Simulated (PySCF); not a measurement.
# GePH₅: electronic excitations at several levels of theory, part 1 of 2

Aim: compute the electronic excitations of GePH₅ (`[PH2][GeH3]`) at several levels, and see how far they spread and what each costs.

Computed with PySCF 2.14.0, with density-fitted response routines of our own, on a single molecule in the gas phase. Atoms count from 0, in the outputs and in this text.

## (1) The starting structure

7 atoms, charge 0, multiplicity 1; geometry from: PBE0-D3(BJ)/def2-SVP.

Bonds of the start (Å): P0–Ge1 2.33, P0–H2 1.43, P0–H3 1.43, Ge1–H4 1.54, Ge1–H5 1.54, Ge1–H6 1.54.

## (2) Ultraviolet spectrum: B3LYP/def2-SVPD

The job: settings as JSON, then the geometry in Å.

```
{"job": {"kind": "uv", "xc": "B3LYP", "basis": "def2-SVPD", "ip": true}, "charge": 0, "multiplicity": 1}
P      1.425135    -0.043541     0.813423
Ge    -0.673857     0.233292    -0.153490
H      2.095712     0.682439    -0.219027
H      1.652426    -1.305850     0.183831
H     -1.665287    -0.687051     0.580214
H     -1.102320     1.697177     0.052032
H     -0.693420    -0.095612    -1.658203
```

Level: TDDFT B3LYP/def2-SVPD, vertical, gas phase, core orbitals frozen in the response.

The run is started by

```sh
$ OMP_NUM_THREADS=1 python probes_run.py task.json out
```

The driver reads the jobs from task.json and runs them one after another.

The program printed:

```text
coarse grid: 26192 points
cycle   1  E = -2421.0392048061  dE = -7.557e-01  |g| = 3.981e-01  |ddm| = 2.536e+00
cycle   2  E = -2421.0331425568  dE =  6.062e-03  |g| = 4.543e-01  |ddm| = 6.087e-01
cycle   3  E = -2421.0561892726  dE = -2.305e-02  |g| = 1.759e-02  |ddm| = 3.787e-01
cycle   4  E = -2421.0562835604  dE = -9.429e-05  |g| = 7.982e-03  |ddm| = 4.132e-02
cycle   5  E = -2421.0563120119  dE = -2.845e-05  |g| = 9.310e-04  |ddm| = 1.593e-02
cycle   6  E = -2421.0563123191  dE = -3.072e-07  |g| = 2.508e-04  |ddm| = 2.384e-03
final grid: 51824 points
cycle   7  E = -2421.0563175814  dE = -1.634e-08  |g| = 2.364e-04  |ddm| = 1.595e-03
cycle   8  E = -2421.0563175798  dE =  1.603e-09  |g| = 2.703e-04  |ddm| = 8.154e-04
cycle   9  E = -2421.0563175964  dE = -1.656e-08  |g| = 1.750e-05  |ddm| = 3.777e-04
cycle  10  E = -2421.0563175964  dE = -5.366e-11  |g| = 2.894e-06  |ddm| = 2.786e-05
converged SCF energy = -2421.0563175964

Static polarisability (au): isotropic 63.308, principal 55.718 55.925 78.282

Singlet excitations
state   eV       nm        f      main configurations
  1   6.1970    200.1   0.05390   H->L 0.80, H->L+1 0.17
  2   6.4442    192.4   0.19705   H->L+1 0.79, H->L 0.14
  3   6.5906    188.1   0.01255   H->L+2 0.94
  4   7.2632    170.7   0.00589   H->L+4 0.86, H->L+3 0.08
  5   7.2810    170.3   0.00720   H->L+3 0.75, H-1->L 0.13
  6   7.5637    163.9   0.09467   H-1->L 0.70, H->L+5 0.12
  7   7.8305    158.3   0.03313   H->L+5 0.49, H-1->L+1 0.48
  8   7.9601    155.8   0.05883   H-2->L 0.92
  9   8.0248    154.5   0.25072   H-1->L+1 0.38, H->L+5 0.34, H-1->L 0.10
 10   8.1930    151.3   0.00347   H-1->L+2 0.79

Triplet excitations (Tamm-Dancoff, eV): 5.2394 5.7064 6.0408 6.8250
Vertical ionisation energy (delta-SCF) = 9.7318 eV
```

It took 10 s on 1 thread of Arm Neoverse V2, shared host; peak memory 0.44 GiB.

The orbitals next to the gap, with their largest atomic shares:

```csv
orbital,eV,atoms
HOMO−3,-9.80,"Ge1 37 %, H6 29 %, P0 17 %"
HOMO−2,-9.34,"Ge1 39 %, H5 23 %, H4 22 %"
HOMO−1,-8.79,"P0 34 %, Ge1 29 %, H4 9 %"
HOMO,-7.34,"P0 64 %, Ge1 16 %, H2 7 %"
LUMO,-0.44,"Ge1 37 %, P0 28 %, H6 12 %"
LUMO+1,-0.01,"P0 31 %, Ge1 30 %, H2 9 %"
LUMO+2,0.33,"P0 54 %, H3 15 %, H2 14 %"
```

With each of the 10 states as a Gaussian band of 0.4 eV half-width at 1/e, the curve within the window shown has maxima at 193 nm (ε 10,000), 156 nm (ε 15,000) L/(mol cm). Beyond the last state computed it falls off for lack of states. The curve at chosen wavelengths:

nm, ε (L/mol/cm) and a bar:
```
      146       3167 ######
      149       7425 ###############
      152      12209 ########################
      155      14891 ##############################
      158      14337 #############################
      161      11667 #######################
      164       8538 #################
      167       5835 ###########
      170       3803 #######
      173       2539 #####
      176       2162 ####
      179       2758 #####
      182       4246 ########
      185       6279 ############
      188       8274 ################
      191       9626 ###################
      194       9966 ####################
      197       9283 ##################
      200       7870 ################
      203       6134 ############
      206       4436 ########
      209       3000 #####
      212       1909 ###
      215       1150 ##
      218        658 #
      221        359
```

Further results of this job:

```csv
property,computed
dipole moment (D),0.60
polarisability (Å³),9.38
HOMO–LUMO gap (eV),6.89
−ε(HOMO) (eV),7.34
```

## (3) Ultraviolet spectrum: PBE0/def2-SVPD

Same as in step 2 but for these lines:

```diff
@@ -1,2 +1,2 @@
-{"job": {"kind": "uv", "xc": "B3LYP", "basis": "def2-SVPD", "ip": true}, "charge": 0, "multiplicity": 1}
+{"job": {"kind": "uv", "xc": "PBE0", "basis": "def2-SVPD", "ip": true}, "charge": 0, "multiplicity": 1}
 P      1.425135    -0.043541     0.813423
```

Level: TDDFT PBE0/def2-SVPD, vertical, gas phase, core orbitals frozen in the response.

The program printed:

```text
coarse grid: 26192 points
cycle   1  E = -2420.5772504697  dE = -7.723e-01  |g| = 3.477e-01  |ddm| = 2.509e+00
cycle   2  E = -2420.5745030756  dE =  2.747e-03  |g| = 3.806e-01  |ddm| = 5.195e-01
cycle   3  E = -2420.5907878437  dE = -1.628e-02  |g| = 1.237e-02  |ddm| = 3.082e-01
cycle   4  E = -2420.5908298672  dE = -4.202e-05  |g| = 6.010e-03  |ddm| = 3.139e-02
cycle   5  E = -2420.5908458289  dE = -1.596e-05  |g| = 6.618e-04  |ddm| = 1.209e-02
cycle   6  E = -2420.5908460076  dE = -1.787e-07  |g| = 1.328e-04  |ddm| = 1.525e-03
final grid: 51824 points
cycle   7  E = -2420.5908451662  dE = -1.636e-08  |g| = 9.809e-05  |ddm| = 1.298e-03
cycle   8  E = -2420.5908451669  dE = -7.612e-10  |g| = 1.020e-04  |ddm| = 2.177e-04
cycle   9  E = -2420.5908451685  dE = -1.560e-09  |g| = 1.057e-05  |ddm| = 8.993e-05
cycle  10  E = -2420.5908451685  dE = -4.047e-11  |g| = 1.402e-06  |ddm| = 1.697e-05
converged SCF energy = -2420.5908451685

Static polarisability (au): isotropic 62.698, principal 55.285 55.490 77.319

Singlet excitations
state   eV       nm        f      main configurations
  1   6.4125    193.3   0.06392   H->L 0.82, H->L+1 0.14
  2   6.6133    187.5   0.19167   H->L+1 0.82, H->L 0.12
  3   6.6802    185.6   0.01285   H->L+2 0.94
  4   7.4193    167.1   0.00641   H->L+4 0.88
  5   7.4470    166.5   0.00786   H->L+3 0.79, H-1->L 0.12
  6   7.7667    159.6   0.11030   H-1->L 0.69, H->L+5 0.14
  7   8.0320    154.4   0.04973   H-1->L+1 0.58, H->L+5 0.39
  8   8.1368    152.4   0.06074   H-2->L 0.84, H-1->L+2 0.10
  9   8.2083    151.0   0.22487   H->L+5 0.41, H-1->L+1 0.30, H-1->L 0.11
 10   8.3408    148.6   0.00136   H-1->L+2 0.73, H-2->L 0.13

Triplet excitations (Tamm-Dancoff, eV): 5.2852 5.6844 6.1944 6.9229
Vertical ionisation energy (delta-SCF) = 9.6886 eV
```

Wall time 10 s (1 thread of Arm Neoverse V2, shared host); peak memory 0.44 GiB.

In short: HOMO -7.55 eV, LUMO -0.17 eV; lowest singlet 6.41 eV.

## (4) Excited states and response: BHandHLYP/def2-SVPD

Same as in step 3 but for these lines:

```diff
@@ -1,2 +1,2 @@
-{"job": {"kind": "uv", "xc": "PBE0", "basis": "def2-SVPD", "ip": true}, "charge": 0, "multiplicity": 1}
+{"job": {"kind": "uv", "xc": "BHandHLYP", "basis": "def2-SVPD", "ip": true}, "charge": 0, "multiplicity": 1}
 P      1.425135    -0.043541     0.813423
```

Level: TDDFT BHandHLYP/def2-SVPD, vertical, gas phase, core orbitals frozen in the response.

The program printed:

```text
coarse grid: 26192 points
cycle   1  E = -2420.9453794510  dE = -8.148e-01  |g| = 2.809e-01  |ddm| = 2.453e+00
cycle   2  E = -2420.9515604700  dE = -6.181e-03  |g| = 2.528e-01  |ddm| = 4.055e-01
cycle   3  E = -2420.9589105383  dE = -7.350e-03  |g| = 1.278e-02  |ddm| = 2.112e-01
cycle   4  E = -2420.9589852971  dE = -7.476e-05  |g| = 3.530e-03  |ddm| = 4.658e-02
cycle   5  E = -2420.9589911393  dE = -5.842e-06  |g| = 8.206e-04  |ddm| = 7.479e-03
final grid: 51824 points
cycle   6  E = -2420.9589945234  dE = -2.483e-07  |g| = 4.704e-04  |ddm| = 2.497e-03
cycle   7  E = -2420.9589945777  dE = -5.430e-08  |g| = 3.392e-04  |ddm| = 1.614e-03
cycle   8  E = -2420.9589946205  dE = -4.277e-08  |g| = 3.425e-05  |ddm| = 6.455e-04
cycle   9  E = -2420.9589946209  dE = -3.674e-10  |g| = 1.676e-05  |ddm| = 5.414e-05
converged SCF energy = -2420.9589946209

Static polarisability (au): isotropic 61.508, principal 54.426 54.440 75.658

Singlet excitations
state   eV       nm        f      main configurations
  1   6.6542    186.3   0.06001   H->L 0.82, H->L+1 0.10
  2   6.7830    182.8   0.01590   H->L+2 0.89, H->L+4 0.08
  3   6.8599    180.7   0.27640   H->L+1 0.84, H->L 0.08
  4   7.7943    159.1   0.00648   H->L+3 0.83, H-1->L 0.09
  5   7.8099    158.8   0.00626   H->L+4 0.85
  6   8.0850    153.4   0.10594   H-1->L 0.68, H->L+5 0.15
  7   8.3769    148.0   0.11781   H-1->L+1 0.73, H->L+5 0.18
  8   8.5707    144.7   0.22833   H->L+5 0.52, H-1->L+1 0.19, H-1->L 0.10
  9   8.5993    144.2   0.08167   H-1->L+2 0.50, H-2->L 0.24, H-2->L+1 0.13
 10   8.7538    141.6   0.02018   H-2->L 0.64, H-1->L+2 0.29

Triplet excitations (Tamm-Dancoff, eV): 5.4394 5.7633 6.3914 7.2263
Vertical ionisation energy (delta-SCF) = 9.6355 eV
```

Run time: 9.8 s. Hardware: 1 thread of Arm Neoverse V2, shared host; peak memory 0.44 GiB.

This run: HOMO -8.50 eV, LUMO 0.47 eV; lowest singlet 6.65 eV.

## (5) Excited states and response: CAM-B3LYP/def2-SVPD

Same as in step 4 but for these lines:

```diff
@@ -1,2 +1,2 @@
-{"job": {"kind": "uv", "xc": "BHandHLYP", "basis": "def2-SVPD", "ip": true}, "charge": 0, "multiplicity": 1}
+{"job": {"kind": "uv", "xc": "CAM-B3LYP", "basis": "def2-SVPD", "ip": true}, "charge": 0, "multiplicity": 1}
 P      1.425135    -0.043541     0.813423
```

With the program's defaults for keys left out, this is: TDDFT CAM-B3LYP/def2-SVPD, vertical, gas phase, core orbitals frozen in the response.

The program printed:

```text
coarse grid: 26192 points
cycle   1  E = -2421.0871933490  dE = -8.150e-01  |g| = 3.811e-01  |ddm| = 2.489e+00
cycle   2  E = -2421.0910952219  dE = -3.902e-03  |g| = 3.831e-01  |ddm| = 5.081e-01
cycle   3  E = -2421.1061920775  dE = -1.510e-02  |g| = 1.278e-02  |ddm| = 2.782e-01
cycle   4  E = -2421.1062691244  dE = -7.705e-05  |g| = 4.876e-03  |ddm| = 4.502e-02
cycle   5  E = -2421.1062805138  dE = -1.139e-05  |g| = 1.073e-03  |ddm| = 1.071e-02
cycle   6  E = -2421.1062810841  dE = -5.703e-07  |g| = 2.635e-04  |ddm| = 2.763e-03
final grid: 51824 points
cycle   7  E = -2421.1062791890  dE = -3.559e-08  |g| = 1.757e-04  |ddm| = 1.251e-03
cycle   8  E = -2421.1062791955  dE = -6.481e-09  |g| = 1.211e-04  |ddm| = 5.337e-04
cycle   9  E = -2421.1062791999  dE = -4.365e-09  |g| = 9.839e-06  |ddm| = 2.426e-04
cycle  10  E = -2421.1062791999  dE = -6.457e-11  |g| = 5.104e-06  |ddm| = 3.507e-05
converged SCF energy = -2421.1062791999

Static polarisability (au): isotropic 62.488, principal 55.264 55.335 76.866

Singlet excitations
state   eV       nm        f      main configurations
  1   6.5160    190.3   0.05067   H->L 0.79, H->L+1 0.13
  2   6.6929    185.2   0.01492   H->L+2 0.88, H->L+4 0.08
  3   6.7018    185.0   0.24339   H->L+1 0.80, H->L 0.11
  4   7.6453    162.2   0.00522   H->L+3 0.79, H-1->L 0.15
  5   7.6691    161.7   0.00534   H->L+4 0.85
  6   7.8739    157.5   0.10449   H-1->L 0.66, H->L+5 0.11, H->L+3 0.10
  7   8.1869    151.4   0.15502   H-1->L+1 0.77, H->L+5 0.16
  8   8.3375    148.7   0.08040   H-2->L 0.62, H-1->L+2 0.19, H-2->L+1 0.12
  9   8.3996    147.6   0.18922   H->L+5 0.57, H-1->L+1 0.12, H-1->L 0.10
 10   8.5144    145.6   0.00145   H-1->L+2 0.60, H-2->L 0.28

Triplet excitations (Tamm-Dancoff, eV): 5.3841 5.7457 6.2631 7.0541
Vertical ionisation energy (delta-SCF) = 9.7500 eV
```

Wall time 12 s (1 thread of Arm Neoverse V2, shared host); peak memory 0.45 GiB.

Key values: HOMO -8.79 eV, LUMO 0.58 eV; lowest singlet 6.52 eV.

## (6) TDDFT and polarisability: wB97X-D/def2-SVPD

Same as in step 5 but for these lines:

```diff
@@ -1,2 +1,2 @@
-{"job": {"kind": "uv", "xc": "CAM-B3LYP", "basis": "def2-SVPD", "ip": true}, "charge": 0, "multiplicity": 1}
+{"job": {"kind": "uv", "xc": "wB97X-D", "basis": "def2-SVPD", "ip": true}, "charge": 0, "multiplicity": 1}
 P      1.425135    -0.043541     0.813423
```

Method: TDDFT wB97X-D/def2-SVPD, vertical, gas phase, core orbitals frozen in the response.

The program printed:

```text
coarse grid: 26192 points
cycle   1  E = -2421.0302428311  dE = -8.454e-01  |g| = 3.522e-01  |ddm| = 2.488e+00
cycle   2  E = -2421.0377441032  dE = -7.501e-03  |g| = 3.378e-01  |ddm| = 5.033e-01
cycle   3  E = -2421.0497133746  dE = -1.197e-02  |g| = 1.678e-02  |ddm| = 2.559e-01
cycle   4  E = -2421.0498480781  dE = -1.347e-04  |g| = 6.264e-03  |ddm| = 6.791e-02
cycle   5  E = -2421.0498698257  dE = -2.175e-05  |g| = 1.312e-03  |ddm| = 1.945e-02
cycle   6  E = -2421.0498709769  dE = -1.151e-06  |g| = 3.456e-04  |ddm| = 4.495e-03
final grid: 51824 points
cycle   7  E = -2421.0497002031  dE = -6.202e-07  |g| = 4.349e-04  |ddm| = 4.094e-03
cycle   8  E = -2421.0497002538  dE = -5.071e-08  |g| = 2.874e-04  |ddm| = 1.391e-03
cycle   9  E = -2421.0497002743  dE = -2.048e-08  |g| = 5.973e-05  |ddm| = 4.777e-04
cycle  10  E = -2421.0497002753  dE = -1.076e-09  |g| = 2.578e-05  |ddm| = 9.710e-05
cycle  11  E = -2421.0497002756  dE = -2.929e-10  |g| = 3.007e-06  |ddm| = 5.472e-05
converged SCF energy = -2421.0497002756

Static polarisability (au): isotropic 62.402, principal 55.160 55.289 76.756

Singlet excitations
state   eV       nm        f      main configurations
  1   6.6910    185.3   0.09134   H->L 0.81
  2   6.7213    184.5   0.01549   H->L+2 0.91
  3   6.8386    181.3   0.22165   H->L+1 0.86
  4   7.7537    159.9   0.00663   H->L+3 0.75, H-1->L 0.18
  5   7.7685    159.6   0.00603   H->L+4 0.88
  6   8.0146    154.7   0.16019   H-1->L 0.64, H->L+3 0.12, H->L+5 0.11
  7   8.3342    148.8   0.17713   H-1->L+1 0.86
  8   8.3822    147.9   0.07801   H-2->L 0.58, H-1->L+2 0.23, H-2->L+1 0.11
  9   8.5334    145.3   0.11895   H->L+5 0.61, H-3->L 0.10, H-1->L 0.08
 10   8.5839    144.4   0.00223   H-1->L+2 0.55, H-2->L 0.32

Triplet excitations (Tamm-Dancoff, eV): 5.5603 5.8937 6.5497 7.1963
Vertical ionisation energy (delta-SCF) = 9.7582 eV
```

Run time: 12 s. Hardware: 1 thread of Arm Neoverse V2, shared host; peak memory 0.45 GiB.

Key values: HOMO -9.35 eV, LUMO 1.37 eV; lowest singlet 6.69 eV.

(Continued in part 2 of 2.)
